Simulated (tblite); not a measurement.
# C7H9NSeSi: the cost of one run

The runs use tblite 0.8.0 and PySCF 2.14.0, with density-fitted response routines of our own; the level of theory stands in each step. All values are computed, except where a source is named. Atoms count from 0, in the outputs and in this text.

## (1) The molecule as given

19 atoms, charge 0, multiplicity 1; geometry from: force field or distance geometry start.

Bonds of the start (Å): C0–C1 1.21, C1–C2 1.48, C2–Si3 1.81, Si3–C4 1.88, C4–C5 1.50, C5–C6 1.47, C6–N7 1.16, C5–C8 1.49, C8–Se9 1.97, Se9–Si3 2.31, C0–H10 1.07, C2–H11 1.11, C2–H12 1.11, Si3–H13 1.46, C4–H14 1.13, C4–H15 1.10, C5–H16 1.12, C8–H17 1.13, C8–H18 1.10.

## (2) Geometry optimisation with GFN2-xTB

What the job is given:

```
{"job": {"kind": "relax", "xc": "GFN2-xTB", "basis": "xTB"}, "charge": 0, "multiplicity": 1}
C     -3.360700     1.867100     0.680200
C     -2.866700     1.039600    -0.057200
C     -2.222500     0.038900    -0.931800
Si    -0.845200    -0.689600    -0.004800
C      0.576200     0.507800     0.296200
C      1.690000    -0.424800     0.667300
C      2.789100     0.428000     1.156000
N      3.648500     1.100900     1.540000
C      2.131500    -1.251000    -0.488900
Se     0.516200    -2.045500    -1.287700
H     -3.808400     2.608900     1.303000
H     -1.867600     0.605400    -1.813300
H     -3.021300    -0.677800    -1.217400
H     -1.206300    -1.409700     1.216400
H      0.782400     1.007700    -0.699900
H      0.311800     1.227100     1.079200
H      1.299800    -1.054300     1.513200
H      2.680100    -2.134900    -0.056700
H      2.763300    -0.734800    -1.221300
```

Launch:

```console
$ OMP_NUM_THREADS=1 python probes_run.py task.json out
```

One launch serves the whole session: the jobs run in the order shown.

**Question.** How long does this first job take on 1 thread of Intel Xeon at 2.50GHz, shared host, and how much memory does it need?

About 3.8 s, with a peak of 0.18 GiB.
